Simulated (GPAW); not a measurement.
The system is Zr3MoC.

```
Zr Mo C
1.0
     4.94251    0.00000    0.00000
     0.00000    4.94251    0.00000
     0.00000    0.00000    4.94251
Zr Mo C
3 1 1
Direct
  0.50000 0.00000 0.00000
  0.00000 0.50000 0.00000
  0.00000 0.00000 0.50000
  0.00000 0.00000 0.00000
  0.50000 0.50000 0.50000
```

The cell was built by a generator and needn't be a form met in nature.

```yaml
Program: GPAW 26.7.0
Task: relaxation of cell and atoms
Functional: RPBE
Potentials_or_basis: the program's PAW data sets (release 1.2.1) made for this functional
Cutoff: 800 eV
Basis: pw
k_mesh: 5 × 5 × 5
Occupations: fermi-dirac, width 0.05 eV
Spin: no spin polarisation
```

At the start: pressure 2.2 GPa; volume 24.15 Å³/atom.

Where does the relaxation end?

Over 3 steps the energy falls by 5.0 meV/atom and the volume is 24.87 Å³/atom (+3.0 %); space group Pm-3m (No. 221, to 0.05 Å).

The path:
```
step  energy change (eV)  largest force (eV/Å)  pressure (GPa)  volume (Å³)
   1              0.0000                0.0000            2.25       120.74
   2             -0.0047                0.0000            2.02       121.09
   3             -0.0249                0.0000            0.05       124.33
```

Final structure:
```
Zr Mo C
1.0
     4.99104    0.00000    0.00000
     0.00000    4.99104    0.00000
     0.00000    0.00000    4.99104
Zr Mo C
3 1 1
Direct
  0.50000 0.00000 0.00000
  0.00000 0.50000 0.00000
  0.00000 0.00000 0.50000
  0.00000 0.00000 0.00000
  0.50000 0.50000 0.50000
```

Caveat: later steps reuse the first step's grids.
